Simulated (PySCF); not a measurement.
# [Eu(NH3)3]3+: other functionals and bases at one geometry

An exercise on one series of results from a longer session: the logs are not shown, and one member is left open.

Method: several levels, as the steps say, no spin–orbit coupling; program: PySCF 2.14.0.

1 further run of the same task is left out (for a known fault of the program).

## Starting geometry

13 atoms, charge 3, spin multiplicity 1.

Bond lengths: Eu1–N2 2.440 Å, Eu1–N6 2.440 Å, Eu1–N10 2.440 Å, N2–H3 1.038 Å, N2–H4 1.037 Å, N2–H5 1.036 Å, N6–H7 1.038 Å, N6–H8 1.037 Å, N6–H9 1.036 Å, N10–H11 1.038 Å, N10–H12 1.037 Å, N10–H13 1.036 Å. Angles: N2–Eu1–N6 110.5°, N2–Eu1–N10 110.5°, N6–Eu1–N10 110.5°, Eu1–N2–H3 114.8°, Eu1–N2–H4 116.3°, Eu1–N2–H5 115.9°, H3–N2–H4 102.6°, H3–N2–H5 102.6°, H4–N2–H5 102.7°, Eu1–N6–H7 114.8°, Eu1–N6–H8 116.3°, Eu1–N6–H9 115.9°, H7–N6–H8 102.6°, H7–N6–H9 102.6°, H8–N6–H9 102.7°, Eu1–N10–H11 114.8°, Eu1–N10–H12 116.3°, Eu1–N10–H13 115.9° and more.

Coordinates:

```xyz
13
EuH9N3
Eu    0.0000    0.0000    0.7399
N     2.3150   -0.0004   -0.0296
H     3.0101   -0.2898    0.6842
H     2.5350   -0.6268   -0.8256
H     2.6864    0.9129   -0.3486
N    -1.1572    2.0050   -0.0296
H    -1.2541    2.7517    0.6842
H    -0.7247    2.5088   -0.8256
H    -2.1338    1.8701   -0.3486
N    -1.1578   -2.0047   -0.0296
H    -1.7560   -2.4620    0.6842
H    -1.8103   -1.8820   -0.8256
H    -0.5526   -2.7830   -0.3486
```

Formal oxidation states: Eu +3. Each metal's 6 4f electrons lie in its core potential, so multiplicities, spins and levels count the valence alone. An earlier session relaxed this geometry at PBE0, Eu lcecp-1-SVP with ECP52, N def2-SVP, H def2-SVP (singlet, point group C3).

At PBE0 on the finer grid: E = -203.644501 Eh, HOMO -24.46 eV, LUMO -16.34 eV, Mulliken charge on Eu1 +1.85 e, largest force component 0.018 eV/Å. 

Levels to run: HF; BLYP; PBE0, TZVP. Hardware: 2 threads of AMD EPYC 9B14 (Zen 4), shared host.

The first run:

File run.py (the lines that set the calculation):

```python
mol = gto.M(atom='''
Eu     0.00000     0.00000     0.73985
N      2.31498    -0.00036    -0.02963
H      3.01014    -0.28975     0.68422
H      2.53504    -0.62678    -0.82561
H      2.68645     0.91292    -0.34864
N     -1.15718     2.00502    -0.02963
H     -1.25414     2.75173     0.68422
H     -0.72471     2.50880    -0.82561
H     -2.13384     1.87008    -0.34864
N     -1.15780    -2.00466    -0.02963
H     -1.75600    -2.46198     0.68422
H     -1.81033    -1.88202    -0.82561
H     -0.55262    -2.78300    -0.34864''',
    basis={'Eu': 'lcecp-1-SVP', 'N': 'def2-SVP', 'H': 'def2-SVP'},
    ecp={'Eu': 'lcecp-1-SVP'},
    charge=3, spin=0)
mf = scf.RHF(mol)
mf = mf.density_fit()  # fitting sets: Eu AutoAux, N def2-universal-JKFIT, H def2-universal-JKFIT
mf.conv_tol = 1e-08; mf.max_cycle = 55
mf.kernel(dm0)  # dm0: the density of the relaxed state
```

Launch:

```sh
$ OMP_NUM_THREADS=2 python run.py
```

Steps of the session up to this table: HF; BLYP; PBE0, TZVP.

One table of the session follows, with a row left open; its other results are not shown here.

| level | HOMO (eV) | gap (eV) | charge on Eu1 (e) | dipole (D) | largest force component (eV/Å) |
| --- | --- | --- | --- | --- | --- |
| PBE0 (relaxed here) | -24.46 | 8.13 | 1.85 | 2.51 | 0.02 |
| HF | -28.20 | 15.14 | 2.14 | 2.02 | 1.07 |
| BLYP | ? | ? | ? | ? | ? |
| PBE0, TZVP | -24.37 | 8.14 | 2.09 | 2.52 | 0.37 |

Estimate the missing values for BLYP.

**Answer.** HOMO (eV): -22.77; gap (eV): 5.50; charge on Eu1 (e): 1.70; dipole (D): 2.67; largest force component (eV/Å): 0.40. In the column «HOMO (eV)» it is the highest.

The dipole of a charged species depends on the origin, so these sizes hold for this origin alone.

In one basis the HOMO–LUMO gap runs from 5.50 eV (BLYP) to 15.14 eV (HF). The largest leftover force, 1.07 eV/Å with HF, stands at a geometry relaxed at another level. With 4f in the core, its levels are missing from HOMO and gap, and its count is fixed, so no charge can pass from the ligands into it. Total energies of different levels can't be compared.
